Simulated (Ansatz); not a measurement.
# GeHF+ (doublet): the correlation ladder, cc-pVDZ

The task here is to estimate one member of a computed series from the others.

Method: cc-pVDZ, core rule «outside noble gas», up to 15 orbitals frozen; program: Ansatz 0.2.0, Gaussian basis.

The runs, in order: UHF; CCSD(T) on ROHF; CCSD(T) on UHF; BCCD(T) on ROHF; CISD; CCSDT(Q) on ROHF; CCSDT(Q) on UHF; CCSDTQ on ROHF; CCSDTQ on UHF.

13 further runs of the same task are left out: 9 for a known fault of the program, 4 set aside as unsound or not needed.

## What is computed

The geometry is a PBE0/def2-TZVP stationary point (not a proven minimum) of the parent state, kept for this charge and spin. No spin-orbit coupling is included. The filled d shell of Ge may be among the frozen orbitals whatever the setting's name suggests; the logs give the count.

3 atoms, charge 1, spin multiplicity 2.

Atoms are counted from 1 here; the program's logs count them from 0.

Bond lengths: Ge1–F2 1.745 Å, Ge1–H3 1.562 Å. Angles: F2–Ge1–H3 113.0°.

Set-up of the first run:

File in.yaml:

```yaml
crystal:
  periodic: [false, false, false]
  atoms:
    - {symbol: Ge, position_ang: [0.000000, -0.039495, 0.349357]}
    - {symbol: F, position_ang: [0.000000, 0.079196, -1.391730]}
    - {symbol: H, position_ang: [0.000000, 1.353574, 1.054945]}
basis:
  gaussian: {orbitals: cc-pVDZ}
total_charge: 1
magnetization: {spin_polarized: true, initial_magnetization: 1}
hamiltonian: {xc: hf}
output: {orbitals: {seedname: orbitals}}
```

On the command line:

```bash
$ ansatz run in.yaml --threads 1 --pin off --events-out ev --progress --plain --max-ram 4096MiB --backend cpu
```

Among the steps run: UHF; CCSD(T) on ROHF; CCSD(T) on UHF; BCCD(T) on ROHF; CISD; CCSDT(Q) on ROHF; CCSDT(Q) on UHF; CCSDTQ on ROHF; CCSDTQ on UHF.

One table of the session follows, with a row left open; its other results are not shown here.

| method | from UCCSDTQ (kcal/mol) |
| --- | --- |
| ROHF | ? |
| UHF | +170.47 |
| RMP2 | +13.07 |
| UMP2 | +12.50 |
| RCCSD | +5.15 |
| UCCSD | +4.96 |
| RCCSD(T) | +1.03 |
| UCCSD(T) | +0.91 |
| BCCD(T) | +0.85 |
| RCCSDT | +0.51 |
| UCCSDT | +0.40 |
| RCCSDT(Q) | +0.19 |
| UCCSDT(Q) | -0.12 |
| RCCSDTQ | +0.10 |
| UCCSDTQ | 0 |

Estimate the missing values for ROHF.

**Answer.** from UCCSDTQ (kcal/mol): +173.54. In the column «from UCCSDTQ (kcal/mol)» it is the highest.

To keep in mind: Restricted and unrestricted rows rest on different reference determinants; where their highest levels disagree by more than a few hundredths of an eV, they describe different states and don't form one ladder.
